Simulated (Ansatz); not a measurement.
# C2H5BClF: how energies converge with the basis set

Aim: see how fast density functionals converge with the basis set for C2H5BClF.

Computed with Ansatz 0.2.0, Gaussian basis. Level: one geometry, several basis sets.

The runs, in order: PBE0-D4/def2-SVP; ωB97M-V/def2-SVP; PBE0-D4/def2-QZVPP; ωB97M-V/def2-QZVPP; the functionals' def2-TZVPP values are taken from earlier runs.

## 1. Structure used throughout

An earlier PBE0-D4 in a triple-zeta def2 set relaxation fixed the geometry.

SMILES `CCB(F)Cl`, 10 atoms, charge 0, spin multiplicity 1.

Atoms are counted from 1 here; the program's logs count them from 0.

Bond lengths: C1–C2 1.524 Å, C1–H6 1.092 Å, C1–H7 1.092 Å, C1–H8 1.092 Å, C2–B3 1.557 Å, C2–H9 1.098 Å, C2–H10 1.098 Å, B3–F4 1.319 Å, B3–Cl5 1.761 Å. Angles: C2–C1–H6 111.4°, C2–C1–H7 111.4°, C2–C1–H8 111.3°, H6–C1–H7 107.2°, H6–C1–H8 107.7°, H7–C1–H8 107.7°, C1–C2–B3 115.5°, C1–C2–H9 111.1°, C1–C2–H10 111.1°, B3–C2–H9 107.3°, B3–C2–H10 107.4°, H9–C2–H10 103.7°, C2–B3–F4 122.0°, C2–B3–Cl5 121.6°, F4–B3–Cl5 116.4°.

## 2. PBE0-D4 in def2-SVP

File in.yaml:

```yaml
crystal:
  periodic: [false, false, false]
  atoms:
    - {symbol: C, position_ang: [-0.833784, 0.266560, 0.896720]}
    - {symbol: C, position_ang: [0.326796, 0.449410, -0.073263]}
    - {symbol: B, position_ang: [0.658749, -0.783976, -0.963098]}
    - {symbol: F, position_ang: [-0.024531, -1.909690, -0.881368]}
    - {symbol: Cl, position_ang: [1.971436, -0.748938, -2.136817]}
    - {symbol: H, position_ang: [-1.760211, 0.030869, 0.368869]}
    - {symbol: H, position_ang: [-0.643816, -0.551399, 1.594797]}
    - {symbol: H, position_ang: [-1.006583, 1.170809, 1.483595]}
    - {symbol: H, position_ang: [0.149014, 1.298898, -0.745260]}
    - {symbol: H, position_ang: [1.245931, 0.726257, 0.458926]}
basis:
  gaussian: {orbitals: def2-SVP}
hamiltonian: {xc: pbe0, dispersion: d4}
output: {orbitals: {seedname: orbitals}}
```

After this run come: ωB97M-V in def2-SVP; PBE0-D4 in def2-QZVPP; ωB97M-V in def2-QZVPP.

**Question.** What will the summary of the whole plan be? Wanted: PBE0-D4: double and triple zeta above quadruple; ωB97M-V: double and triple zeta above quadruple.

**Answer**, as computed:

| quantity | value |
| --- | --- |
| PBE0-D4: double and triple zeta above quadruple | 11.28, 0.67 eV |
| ωB97M-V: double and triple zeta above quadruple | 11.43, 0.63 eV |

**Reading.** PBE0-D4 gains 10.62 eV from double to triple zeta, then 0.67 eV more. These are total energies; as a rule much of such shifts cancels in differences, which this series doesn't test.
